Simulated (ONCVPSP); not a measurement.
# Iridium: generating and testing an ONCV potential

Aim: build the potential from the settings below, then test how well it stands in for the atom: other configurations, scattering, ghost states and the plane-wave cutoff that it needs.

Program: ONCVPSP 4.0.1.1 (patched build). Reference atom: PBE, scalar-relativistic, spherical and spin-unpolarised. All values are calculated.

## (1) Starting point

The settings as typed:

* element: iridium (Ir, Z = 77)
* type: optimised norm-conserving Vanderbilt (ONCV)
* frozen core: [Kr] 4d10 4f14
* valence charge: 17
* reference configuration: 5s2 5p6 5d7 6s2
* partial waves: 5s+6s: rc 1.85 bohr, ncon 3, nbas 7, qcut 7.7 1/bohr, 3 projectors, debl 3.3 Ha; 5p: rc 1.10 bohr, ncon 3, nbas 6, qcut 7.2 1/bohr, 2 projectors, debl 1.7 Ha; 5d: rc 1.90 bohr, ncon 4, nbas 8, qcut 8.1 1/bohr, 2 projectors, debl 1.1 Ha
* local potential: polynomial inside 1.00 bohr (lpopt 3, dvloc0 6 Ha)
* core correction: not asked for

## (2) The generation run

Input file Ir.dat:

```
# ATOM AND REFERENCE CONFIGURATION
# atsym  z   nc   nv     iexc    psfile
  Ir 77.00   10    4        4      upf
#
#   n    l    f
    1    0    2.00
    2    0    2.00
    2    1    6.00
    3    0    2.00
    3    1    6.00
    3    2   10.00
    4    0    2.00
    4    1    6.00
    4    2   10.00
    4    3   14.00
    5    0    2.00
    5    1    6.00
    5    2    7.00
    6    0    2.00
#
# PSEUDOPOTENTIAL AND OPTIMIZATION
# lmax
    2
#
#   l,   rc,      ep,       ncon, nbas, qcut
    0    1.85    0.00    3    7    7.70
    1    1.10    0.00    3    6    7.20
    2    1.90    0.00    4    8    8.10
#
# LOCAL POTENTIAL
# lloc, lpopt,  rc(5),   dvloc0
    4    3    1.00    6.00
#
# VANDERBILT-KLEINMAN-BYLANDER PROJECTORs
# l, nproj, debl
    0    3    3.30
    1    2    1.70
    2    2    1.10
#
# MODEL CORE CHARGE
# icmod, fcfact, rcfact
    0    0.00    0.00
#
# LOG DERIVATIVE ANALYSIS
# epsh1, epsh2, depsh
   -5.00    5.00    0.04
#
# OUTPUT GRID
# rlmax, drl
    6.00    0.01
#
# TEST CONFIGURATIONS
# ncnf
    4
# nvcnf
#   n    l    f
    4
    5    0    2.00
    5    1    6.00
    5    2    7.00
    6    0    1.00
#
    4
    5    0    2.00
    5    1    6.00
    5    2    7.00
    6    0    0.00
#
    4
    5    0    2.00
    5    1    6.00
    5    2    6.00
    6    0    0.00
#
    4
    5    0    1.00
    5    1    6.00
    5    2    7.00
    6    0    2.00
#
```

Started as:

```bash
$ oncvpsp.x < Ir.dat > Ir.out
```

**Question.** What will these runs give? Wanted: cutoffs for 1 and 0.1 mHa per electron, occupied waves; bound ghosts; GHOST(+) flags; largest test error; largest phase difference near zero energy, channels read; projector energies reset by the program.

As calculated:

```
                                                quantity                          value
  cutoffs for 1 and 0.1 mHa per electron, occupied waves               81 Ha and 133 Ha
                                            bound ghosts                     none found
                                          GHOST(+) flags                    s at 327 eV
                            largest test error (AE − PS)  -498 meV, for 5s1 5p6 5d7 6s2
largest phase difference near zero energy, channels read                      0.000 rad
                 projector energies reset by the program            p: -2.010, 0.250 Ha
```

**Reading.** By total energies transferability is poor: the largest error is 498 meV on 104.8 eV, for 5s1 5p6 5d7 6s2. That test lies far up in energy; among those under 40 eV, nearer to bonding, the largest error is 13 meV. By its cutoff, 81 Ha for the looser tolerance, it is very hard. At the looser tolerance the 5p wave is the slowest; 5d needs 19 Ha. The program's ghost test flags no bound state. Near zero energy the phases of the channels with partial waves agree within 0.001 rad. The program also flags highly localised states, GHOST(+) (s). Note that the frozen 4f shell (-62 eV) lies higher than the valence 5s shell (-98 eV).
